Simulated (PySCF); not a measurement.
# C2N2PbS2 (Pb(NCS)2): the cost of one run

The runs use PySCF 2.14.0; PBE0, Pb def2-SVP with ECP60, N def2-SVP, C def2-SVP, S def2-SVP; scalar-relativistic core potentials, no spin–orbit coupling.

1 further run of the same task is left out (for a known fault of the program).

## 1. Starting geometry

7 atoms, charge 0, spin multiplicity 1.

Bond lengths: Pb1–N2 2.316 Å, Pb1–N5 2.316 Å, N2–C3 1.190 Å, C3–S4 1.610 Å, N5–C6 1.190 Å, C6–S7 1.610 Å. Angles: N2–Pb1–N5 131.8°, Pb1–N2–C3 180.0°, N2–C3–S4 180.0°, Pb1–N5–C6 180.0°, N5–C6–S7 180.0°.

Coordinates:

```
Pb    0.0000    0.0000    0.0000
N     2.1137    0.0000    0.9459
C     3.1999    0.0000    1.4320
S     4.6694    0.0000    2.0897
N    -2.1137    0.0000    0.9459
C    -3.1999    0.0000    1.4320
S    -4.6694    0.0000    2.0897
```

Formal oxidation states: Pb +2.

## 2. SCF at the start, singlet

File run.py (the lines that set the calculation):

```python
mol = gto.M(atom='''
Pb     0.00000     0.00000     0.00000
N      2.11370     0.00000     0.94590
C      3.19990     0.00000     1.43200
S      4.66940     0.00000     2.08970
N     -2.11370     0.00000     0.94590
C     -3.19990     0.00000     1.43200
S     -4.66940     0.00000     2.08970''',
    basis={'Pb': 'def2-SVP', 'N': 'def2-SVP', 'C': 'def2-SVP', 'S': 'def2-SVP'},
    ecp={'Pb': 'def2-SVP'},
    charge=0, spin=0)
mf = dft.RKS(mol, xc='PBE0')
mf.grids.atom_grid = (50, 194)
mf = mf.density_fit()  # fitting sets: Pb def2-universal-JKFIT, N def2-universal-JKFIT, C def2-universal-JKFIT, S def2-universal-JKFIT
mf.conv_tol = 1e-08; mf.max_cycle = 55
mf.kernel(dm0)  # dm0: free metal ions and neutral atoms
```

Run with:

```
$ OMP_NUM_THREADS=2 python run.py
```

**Question.** How long does this run take on 2 threads of Arm Neoverse V1, shared host, and how much memory does it need?

About 3.6 s, with a peak of 0.51 GiB.
